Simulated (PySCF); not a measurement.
**BH3O3 (boric acid): a chain of runs**

Wanted: a structure relaxation (PBE0-D3M(BJ)/6-31G**), then the harmonic vibrations, then the energy (MP2/6-31G), then the excited states (ADC(2)/6-31G*) of BH3O3 (boric acid). Input form: a Python script.

The calculation is run with PySCF 2.14.0.

### 1 Starting point

BH3O3 has 7 atoms, charge 0, and is taken as a singlet. As SMILES, `OB(O)O`. All atoms were displaced at random from a relaxed shape. This is a higher conformer, about 20 kJ/mol above the lowest found by a separate search. The run starts from this shape.

Bond lengths: O1–B2 1.427 Å, B2–O3 1.305 Å, B2–O4 1.264 Å, O1–H5 1.072 Å, O3–H6 1.030 Å, O4–H7 1.022 Å. Angles: O1–B2–O3 114.6°, O1–B2–O4 123.1°, O3–B2–O4 122.3°, B2–O1–H5 106.8°, B2–O3–H6 116.8°, B2–O4–H7 126.0°.

### 2 A geometry optimisation at PBE0-D3M(BJ)/6-31G(d,p) (sfX2C, density fitting with aug-cc-pvtz-jkfit, Cartesian functions) (run 1)

mol.xyz reads:

```xyz
7

O     -1.048290     0.822219     0.354571
B      0.085499    -0.032918     0.212075
O      0.571201    -0.482999     1.336345
O      0.566530    -0.359880    -0.910256
H     -1.365591     1.082714    -0.635328
H      1.419603    -1.063708     1.275461
H      0.270552     0.002830    -1.819153
```

job.py reads:

```python
from pyscf import gto, dft
from pyscf.geomopt.geometric_solver import kernel as optimise

system = gto.Mole()
system.atom = 'mol.xyz'
system.max_memory = 1860
system.verbose = 3
system.cart = True
system.basis = '6-31g**'
system.build()

ks = dft.RKS(system, xc='pbe0')
ks = ks.x2c()
ks = ks.density_fit(auxbasis='aug-cc-pvtz-jkfit')
ks.disp = 'd3bjm'
converged, mol_eq = optimise(ks, maxsteps=100, convergence_set='GAU_TIGHT')
print('converged:', converged)
print(mol_eq.tostring())

ks.reset(mol_eq)
system = mol_eq
ks.kernel()
e_tot = ks.e_tot
print('E(%s) = %.9f' % ('PBE0', e_tot))
```

Run with:

```
$ OMP_NUM_THREADS=1 python job.py
```

Log:

```text
convergence_set           GAU_TIGHT
maxiter                   100
----------------------------------------------------------
Custom engine selected.
Bonds will be generated from interatomic distances less than 1.20 times sum of covalent radii
21 internal coordinates being used (instead of 21 Cartesians)
Internal coordinate system (atoms numbered from 1):
Distance 1-2
Distance 1-5
Distance 2-3
Distance 2-4
Distance 3-6
Distance 4-7
Angle 2-1-5
Angle 1-2-4
Angle 3-2-4
Angle 2-3-6
Angle 2-4-7
Out-of-Plane 2-1-3-4
Dihedral 5-1-2-3
Dihedral 5-1-2-4
Dihedral 1-2-3-6
Dihedral 4-2-3-6
Dihedral 1-2-4-7
Dihedral 3-2-4-7
Translation-X 1-7
Translation-Y 1-7
Translation-Z 1-7
Rotation-A 1-7
Rotation-B 1-7
Rotation-C 1-7
> ===== Optimization Info: ====
> Job type: Energy minimization
> Maximum number of optimization cycles: 100
> Initial / maximum trust radius (Angstrom): 0.100 / 0.300
> Convergence Criteria:
> Will converge when all 5 criteria are reached:
>  |Delta-E| < 1.00e-06
>  RMS-Grad  < 1.00e-05
>  Max-Grad  < 1.50e-05
[... 15 lines left out ...]
WARN: Mole.unit (angstrom) is changed to Bohr
[... 26 lines left out ...]
converged SCF energy = -252.361253646961
[... 74 lines left out ...]
converged SCF energy = -252.364552099278
[... 74 lines left out ...]
converged SCF energy = -252.364567457863
[... 74 lines left out ...]
converged SCF energy = -252.364567693093
[... 75 lines left out ...]
converged SCF energy = -252.364567678459
[... 74 lines left out ...]
converged SCF energy = -252.364568190677
[... 74 lines left out ...]
converged SCF energy = -252.364568980685
[... 63 lines left out ...]
Converged! =D
[... 1 line left out ...]
converged: True
O          -1.05641681        0.79830960        0.23694961
B           0.04347836       -0.01252140        0.16410317
O           0.54144422       -0.47003798        1.34549728
O           0.67505502       -0.39464232       -0.99976091
H          -1.38054439        1.10246474       -0.61131978
H           1.30794243       -1.02717589        1.19041463
H           0.28624055       -0.04644076       -1.80345878
converged SCF energy = -252.364569073502
E(PBE0) = -252.364569074
```

Run time: 3.9 min. Hardware: 1 thread of Intel Xeon at 2.50GHz (Skylake/Cascade Lake), shared host; peak memory 0.76 GiB.

The path in brief:

```
step  energy from the first frame kept (eV)  largest force (eV/Å)
   0                                 0.0000                8.3617
   1                                -0.9029                2.4747
   2                                -0.9326                1.2589
   3                                -0.9914                0.1979
   4                                -0.9927                0.0942
   5                                -0.9929                0.0360
   6                                -0.9930                0.0179
   7                                -0.9931                0.0389
   8                                -0.9931                0.0495
   9                                -0.9931                0.0300
  10                                -0.9931                0.0078
  11                                -0.9931                0.0303
  12                                -0.9931                0.0283
  13                                -0.9931                0.0193
  14                                -0.9931                0.0081
  15                                -0.9931                0.0038
  16                                -0.9931                0.0034
  17                                -0.9931                0.0032
  18                                -0.9931                0.0025
  19                                -0.9931                0.0030
  20                                -0.9931                0.0028
  21                                -0.9931                0.0029
```

After the run. Bond lengths: O1–B2 1.368 Å, B2–O3 1.361 Å, B2–O4 1.378 Å, O1–H5 0.958 Å, O3–H6 0.960 Å, O4–H7 0.958 Å. Angles: O1–B2–O3 116.6°, O1–B2–O4 125.3°, O3–B2–O4 118.2°, B2–O1–H5 114.4°, B2–O3–H6 110.3°, B2–O4–H7 114.9°.

### 3 The harmonic vibrations at PBE0-D3M(BJ)/6-31G(d,p) (sfX2C, density fitting with aug-cc-pvtz-jkfit, Cartesian functions) (run 2)

geometry.xyz reads:

```xyz
7
BH3O3
O     -1.108923     0.817202     0.077445
B     -0.009028     0.006371     0.004598
O      0.488938    -0.451146     1.185992
O      0.622549    -0.375750    -1.159266
H     -1.433050     1.121357    -0.770825
H      1.255436    -1.008284     1.030910
H      0.233735    -0.027549    -1.962964
```

run.py reads:

```python
from pyscf import gto, dft, symm
from pyscf.hessian import thermo

system = gto.Mole()
system.atom = 'geometry.xyz'
system.spin = 0
system.cart = True
system.max_memory = 1860
system.basis = '6-31g**'
system.verbose = 3
system.build()

ks = dft.RKS(system)
ks.xc = 'pbe0'
ks = ks.x2c()
ks = ks.density_fit(auxbasis='aug-cc-pvtz-jkfit')
ks.disp = 'd3bjm'
ks.kernel()

etot = ks.e_tot
print(f'total energy: {etot:.8f} hartree')
hess = ks.Hessian().kernel()
modes = thermo.harmonic_analysis(system, hess)
thermo.dump_normal_mode(system, modes)
symm.geom.TOLERANCE = 1e-3  # for the symmetry number
th = thermo.thermo(ks, modes['freq_au'], 298.15, 101325)
thermo.dump_thermo(system, th)
```

Run with:

```
$ OMP_NUM_THREADS=1 python run.py
```

Log:

```text
converged SCF energy = -252.364569073429
total energy: -252.36456907 hartree

WARN: DFTD3 does not support analytical Hessian, using finite difference

WARN: Mole.unit (angstrom) is changed to Bohr

[... 84 lines left out ...]
Gibbs free energy [Eh] -252.34195
```

Run time: 2.4 min. Hardware: 1 thread of Intel Xeon at 2.50GHz (Skylake/Cascade Lake), shared host; peak memory 1.1 GiB.

### 4 The energy at MP2/6-31G (density fitting with cc-pvtz-jkfit) (run 3)

job.py reads:

```python
from pyscf import gto, mp

mol = gto.M(
    atom='''
O     -1.056417     0.798310     0.236950
B      0.043478    -0.012521     0.164103
O      0.541444    -0.470038     1.345497
O      0.675055    -0.394642    -0.999761
H     -1.380544     1.102465    -0.611320
H      1.307942    -1.027176     1.190415
H      0.286241    -0.046441    -1.803459
''',
    verbose=3,
    spin=0,
    max_memory=1860,
    basis='6-31g',
)

mf = mol.RHF()
mf = mf.density_fit(auxbasis='cc-pvtz-jkfit')
mf.kernel()

pt = mp.MP2(mf).run()
e_tot = pt.e_tot
print(f'total energy: {e_tot:.8f} hartree')
```

Run with:

```
$ OMP_NUM_THREADS=1 python job.py
```

Log:

```text
converged SCF energy = -251.064418425972
E(DFRMP2) = -251.48291586504  E_corr = -0.418497439067155
E(SCS-DFRMP2) = -251.473290490715  E_corr = -0.40887206474251
total energy: -251.48291587 hartree
```

Wall time 2 s (1 thread of Intel Xeon at 2.50GHz (Skylake/Cascade Lake), shared host); peak memory 0.13 GiB.

### 5 The excited states at ADC(2)/6-31G(d) (sfX2C, spherical functions, root kind ee) (run 4)

calc.py reads:

```python
from pyscf import gto, scf, adc

system = gto.M(
    atom=[
    ('O', (-1.056417, 0.798310, 0.236950)),
    ('B', (0.043478, -0.012521, 0.164103)),
    ('O', (0.541444, -0.470038, 1.345497)),
    ('O', (0.675055, -0.394642, -0.999761)),
    ('H', (-1.380544, 1.102465, -0.611320)),
    ('H', (1.307942, -1.027176, 1.190415)),
    ('H', (0.286241, -0.046441, -1.803459)),
],
    verbose=4,
    max_memory=1860,
    basis='6-31g*',
)

mf = scf.RHF(system)
mf = mf.sfx2c1e()
mf.kernel()

myadc = adc.ADC(mf, frozen=4)
myadc.method = 'adc(2)'

myadc.method_type = 'ee'
e, vec, osc, x = myadc.kernel(nroots=3)

roots = e * 27.211386
print('root  energy (eV)  strength')
for i, (w, f) in enumerate(zip(roots, osc), 1):
    print('%3d %10.4f %10.5f' % (i, w, f))
```

Run with:

```
$ OMP_NUM_THREADS=1 python calc.py
```

Log:

```text
PySCF version 2.14.0

[... 63 lines left out ...]
converged SCF energy = -251.32110333473
[... 1 line left out ...]
******** <class 'pyscf.adc.radc.RADC'> ********
******** ADC Orbital Information ********
Number of Frozen Occupied Orbitals: 4
Number of Frozen Virtual Orbitals: 0
Number of Active Occupied Orbitals: 12
Number of Active Virtual Orbitals: 46
*****************************************
Reference correlation energy (doubles): -0.60225030
MP2 correlation energy of reference state (a.u.) = -0.60225030

******** <class 'pyscf.adc.radc_ee.RADCEE'> ********
max_space = 12
max_cycle = 50
conv_tol = 1e-08

*************************************************************
        ADC calculation summary (singlet states only)
*************************************************************
adc(2) root 0  |  Energy (Eh) =   0.3328427411  |  Energy (eV) =   9.05711231  |  Osc. strength = 0.00013109  |  conv = True
adc(2) root 1  |  Energy (Eh) =   0.3432844058  |  Energy (eV) =   9.34124448  |  Osc. strength = 0.00129074  |  conv = True
adc(2) root 2  |  Energy (Eh) =   0.3616093608  |  Energy (eV) =   9.83989190  |  Osc. strength = 0.01390008  |  conv = True
root  energy (eV)  strength
  1     9.0571    0.00013
  2     9.3412    0.00129
  3     9.8399    0.01390
```

Wall time 19 s (1 thread of Intel Xeon at 2.50GHz (Skylake/Cascade Lake), shared host); peak memory 0.35 GiB.

The roots found:

```
excited state  energy (eV)  strength
            1        9.057    0.0001
            2        9.341    0.0013
            3        9.840    0.0139
```

### 6 Results

| quantity | value |
| --- | --- |
| run 1, PBE0-D3M(BJ)/6-31G**: total energy at the end | -252.36457 Eh |
| run 1, PBE0-D3M(BJ)/6-31G**: dipole moment | 3.15 D |
| run 1, PBE0-D3M(BJ)/6-31G**: HOMO energy | -8.69 eV |
| run 1, PBE0-D3M(BJ)/6-31G**: LUMO energy | 1.47 eV |
| run 1, PBE0-D3M(BJ)/6-31G**: HOMO–LUMO gap | 10.16 eV |
| run 1, PBE0-D3M(BJ)/6-31G**: dispersion energy | -9.13 kJ/mol |
| run 2, PBE0-D3M(BJ)/6-31G**: lowest harmonic wavenumber | 260 cm⁻¹ |
| run 2, PBE0-D3M(BJ)/6-31G**: highest harmonic wavenumber | 3967 cm⁻¹ |
| run 2, PBE0-D3M(BJ)/6-31G**: zero-point energy | 129.2 kJ/mol |
| run 2, PBE0-D3M(BJ)/6-31G**: ideal-gas entropy at 298.15 K (symmetry number 1 as used) | 67.6 cal/(mol K) |
| run 3, MP2/6-31G: total energy | -251.48292 Eh |
| run 3, MP2/6-31G: dipole moment (Hartree–Fock density) | 4.19 D |
| run 3, MP2/6-31G: HOMO energy (Hartree–Fock orbitals) | -13.55 eV |
| run 3, MP2/6-31G: LUMO energy (Hartree–Fock orbitals) | 4.48 eV |
| run 3, MP2/6-31G: HOMO–LUMO gap (Hartree–Fock orbitals) | 18.03 eV |
| run 3, MP2/6-31G: correlation energy | -418.5 mEh |
| run 4, ADC(2)/6-31G*: dipole moment (Hartree–Fock density) | 3.45 D |
| run 4, ADC(2)/6-31G*: HOMO energy (Hartree–Fock orbitals) | -13.39 eV |
| run 4, ADC(2)/6-31G*: LUMO energy (Hartree–Fock orbitals) | 4.96 eV |
| run 4, ADC(2)/6-31G*: HOMO–LUMO gap (Hartree–Fock orbitals) | 18.35 eV |
| run 4, ADC(2)/6-31G*: correlation energy (4 core orbitals frozen) | -602.3 mEh |
| run 4, ADC(2)/6-31G*: lowest excitation energy | 9.06 eV |

**Reading.** The optimisation (run 1, PBE0-D3M(BJ)/6-31G**) took 21 steps and changed the energy by -0.993 eV. Mulliken charges (run 1, PBE0-D3M(BJ)/6-31G**) run from -0.52 on O4 to +0.56 on B2. All 15 modes (run 2, PBE0-D3M(BJ)/6-31G**) are real, so the shape is a minimum at this level. Mulliken charges (run 3, MP2/6-31G) of the mean-field density run from -0.79 on O4 to +1.05 on B2. The brightest of the 3 transitions from the ground state lies at 9.84 eV (126 nm, f = 0.014); the lowest, at 9.06 eV, has f = 0.000. The basis has no diffuse functions, so Rydberg states are missing or pushed up, and the true lowest state may lie lower.
